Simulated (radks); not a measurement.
# In⁺ in [Kr] 4d10 5s2: an all-electron calculation

An exercise on one series of results from a longer session: the logs are not shown, and one member is left open.

Method: scalar-relativistic Kohn-Sham, BLYP, spin-polarised, spherical densities, point nucleus. Code: radks (a radial shooting solver on a logarithmic mesh, Libxc functionals) version 1.

### What is computed

| Quantity | Value |
| --- | --- |
| element | indium (Z = 49) |
| charge | +1 |
| electrons | 48 |
| configuration | [Kr] 4d10 5s2 |

Outer shells as boxes (Hund's rule):

In⁺
```
[Kr] core
4d [↑↓][↑↓][↑↓][↑↓][↑↓]
5s [↑↓]
```

Set-up of the first run:

Settings of this run:

```text
Z 49
configuration [Kr] 4d10 5s2 5p0 6s0
relativity scalar-relativistic
functional b88,lyp
spin polarised
nucleus point
c 137.035999084
```

Launch:

```sh
$ python run_ks.py task.json out
```

This one command runs every case of the session in turn.

One of the session's tables, all rows but one given; the rest of the session is left out.

It belongs to the step «Shells». Radial moments (bohr):

| level | <r> | outermost maximum (interpolated) | 90 % within | nodes |
| --- | --- | --- | --- | --- |
| 1s | 0.02971 | 0.0192 | 0.0534 | 0 |
| 2s | 0.1285 | 0.109 | 0.199 | 1 |
| 2p | 0.1122 | 0.0869 | 0.183 | 0 |
| 3s | ? | ? | ? | ? |
| 3p | 0.3472 | 0.309 | 0.522 | 1 |
| 3d | 0.3244 | 0.258 | 0.512 | 0 |
| 4s | 0.8476 | 0.769 | 1.23 | 3 |
| 4p | 0.9216 | 0.815 | 1.36 | 2 |
| 4d | 1.180 | 0.931 | 1.86 | 1 |
| 5s | 2.486 | 2.11 | 3.68 | 4 |
| 5p | 3.199 | 2.64 | 4.81 | 3 |

Estimate the missing values for 3s.

**Answer.** <r>: 0.3487; outermost maximum (interpolated): 0.316; 90 % within: 0.513; nodes: 2. In the column «<r>» it lies between 3p (0.3472) and 4s (0.8476).
